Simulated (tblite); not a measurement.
# C8H14Ge: the cost of one run

Computed with tblite 0.8.0 and PySCF 2.14.0, with density-fitted response routines of our own, on a single molecule in the gas phase. Atoms are numbered from 0 throughout.

## (1) The molecule as given

23 atoms, charge 0, multiplicity 1; geometry from: force field or distance geometry start.

Bonds of the start (Å): C0–C1 1.35, C1–C2 1.47, C2–C3 1.50, C3–C4 1.20, C4–C5 1.48, C2–C6 1.49, C6–C7 1.49, C7–Ge8 1.96, C0–H9 1.09, C0–H10 1.11, C1–H11 1.06, C2–H12 1.11, C5–H13 1.10, C5–H14 1.10, C5–H15 1.11, C6–H16 1.13, C6–H17 1.11, C7–H18 1.11, C7–H19 1.11, Ge8–H20 1.56, Ge8–H21 1.57, Ge8–H22 1.53.

## (2) Optimising the geometry with GFN2-xTB

Job settings and geometry (Å):

```
{"job": {"kind": "relax", "xc": "GFN2-xTB", "basis": "xTB"}, "charge": 0, "multiplicity": 1}
C     -1.149700    -2.745000    -0.140500
C     -0.939300    -1.499700    -0.605800
C     -0.483400    -0.474100     0.349600
C     -1.536200     0.591100     0.322400
C     -2.372300     1.450700     0.327000
C     -3.379600     2.530600     0.308600
C      0.824000     0.172900     0.067600
C      2.018900    -0.719000     0.047300
Ge     3.661600     0.285900    -0.331200
H     -1.004600    -2.927300     0.924800
H     -1.494300    -3.543800    -0.824800
H     -1.077600    -1.269500    -1.628600
H     -0.461700    -0.894200     1.381600
H     -4.060000     2.403900     1.166200
H     -3.880200     2.463600    -0.669600
H     -2.878300     3.512700     0.425900
H      0.977500     0.964000     0.863900
H      0.741500     0.685900    -0.908800
H      2.162600    -1.162100     1.056200
H      1.963800    -1.528900    -0.706900
H      4.601500     0.233000     0.918700
H      3.316300     1.804000    -0.550500
H      4.444600    -0.307800    -1.510200
```

On the command line:

```
$ OMP_NUM_THREADS=1 python probes_run.py task.json out
```

This one command runs all jobs of the session in turn.

Q: Estimate the wall time and peak memory of this first job on 1 thread of Arm Neoverse N1, shared host.

About 1.2 s, with a peak of 0.18 GiB.
